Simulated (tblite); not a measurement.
# C5H9F3SeSi: the cost of one run

The runs use tblite 0.8.0 and PySCF 2.14.0, with density-fitted response routines of our own; the level of theory stands in each step. All values are computed, except where a source is named. Atoms count from 0, in the outputs and in this text.

**1. The molecule as given**

19 atoms, charge 0, multiplicity 1; geometry from: force field or distance geometry start.

Bonds of the start (Å): C0–C1 1.49, C1–C2 1.53, C2–C3 1.50, C3–C4 1.53, C4–F5 1.38, C4–F6 1.40, C4–F7 1.38, C3–Se8 1.96, Se8–Si9 2.33, Si9–C1 1.90, C0–H10 1.13, C0–H11 1.11, C0–H12 1.12, C1–H13 1.10, C2–H14 1.12, C2–H15 1.11, C3–H16 1.09, Si9–H17 1.46, Si9–H18 1.44.

**2. Geometry optimisation with GFN2-xTB**

Job settings and geometry (Å):

```
{"job": {"kind": "relax", "xc": "GFN2-xTB", "basis": "xTB"}, "charge": 0, "multiplicity": 1}
C     -2.134000    -1.102800     0.251700
C     -1.070000    -0.181800    -0.228400
C      0.341400    -0.576400     0.214700
C      1.315900     0.286400    -0.535300
C      2.659000     0.083800     0.179200
F      3.067200    -1.235700     0.146300
F      3.649700     0.867100    -0.428900
F      2.478100     0.467200     1.491400
Se     0.841000     2.143000    -0.111800
Si    -1.290300     1.518000     0.582900
H     -3.144700    -0.613100     0.145000
H     -2.050400    -1.422700     1.308500
H     -2.228700    -2.025300    -0.376000
H     -1.065400     0.000200    -1.314300
H      0.436800    -0.372100     1.307100
H      0.473700    -1.652600    -0.008900
H      1.371900     0.102300    -1.612100
H     -1.341000     1.411500     2.040500
H     -2.320000     2.312200    -0.028500
```

Command:

```console
$ OMP_NUM_THREADS=1 python probes_run.py task.json out
```

This one command runs all jobs of the session in turn.

Q: Estimate the wall time of this first job on 1 thread of Arm Neoverse N1, shared host.

About 1.5 s.
